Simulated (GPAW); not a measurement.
TeAs2:

```
Te As
1.0
    -3.55645    3.55645    2.94052
     3.55645   -3.55645    2.94052
     3.55645    3.55645   -2.94052
Te As
2 4
Direct
  0.00000 0.00000 0.00000
  0.75000 0.25000 0.50000
  0.87500 0.62500 0.25000
  0.37500 0.62500 0.75000
  0.37500 0.12500 0.75000
  0.37500 0.62500 0.25000
```

The cell comes from a database or a generator and needn't be the stable form of this composition.

| Property | Result |
| --- | --- |
| Program | GPAW 26.7.0 |
| Task | single point |
| Functional | PBEsol |
| Potentials or basis | PAW data sets generated in the run's folder for this functional |
| Cutoff | 600 eV |
| Basis | pw |
| k mesh | 6 × 6 × 6 |
| Occupations | fermi-dirac, width 0.05 eV |
| Spin | no spin polarisation |

On this cell: pressure -4.2 GPa; largest force under 0.003 eV/Å; band gap on the k mesh none (metal or under the smearing width).

The same run follows on a disturbed copy (atoms moved at random, drawn with an rms of 0.05 Å):

```xyz
6
Lattice="-3.5565 3.5565 2.9405 3.5565 -3.5565 2.9405 3.5565 3.5565 -2.9405" Properties=species:S:1:pos:R:3 pbc="T T T"
Te   -0.0249    0.0381    0.0114
Te   -0.0315    3.5362    1.4653
As   -0.0334    1.7420    3.6240
As    3.5350    1.8253    0.7093
As    1.7633    3.5397   -0.7635
As    1.7248    0.0087    2.2924
```

What does the disturbed cell give?

The energy (extrapolated to zero smearing) moves by -4.7 meV/atom; pressure -3.8 GPa; largest force 0.519 eV/Å; band gap on the k mesh none (metal or under the smearing width).

Forces in eV/Å, atoms in the order of the input:
```
Te   0.055 -0.087 -0.072
Te   0.104  0.105  0.069
As   0.167 -0.183 -0.186
As   0.112  0.144 -0.186
As  -0.014  0.008  0.075
As  -0.424  0.013  0.299
```

Stress tensor (GPa, compression positive):
```
-3.39  0.01  0.08
 0.01 -3.56 -0.39
 0.08 -0.39 -4.53
```

The energy falls, though the first cell shows no forces: that form is unstable against this distortion, unless noise or another electronic state is at work.
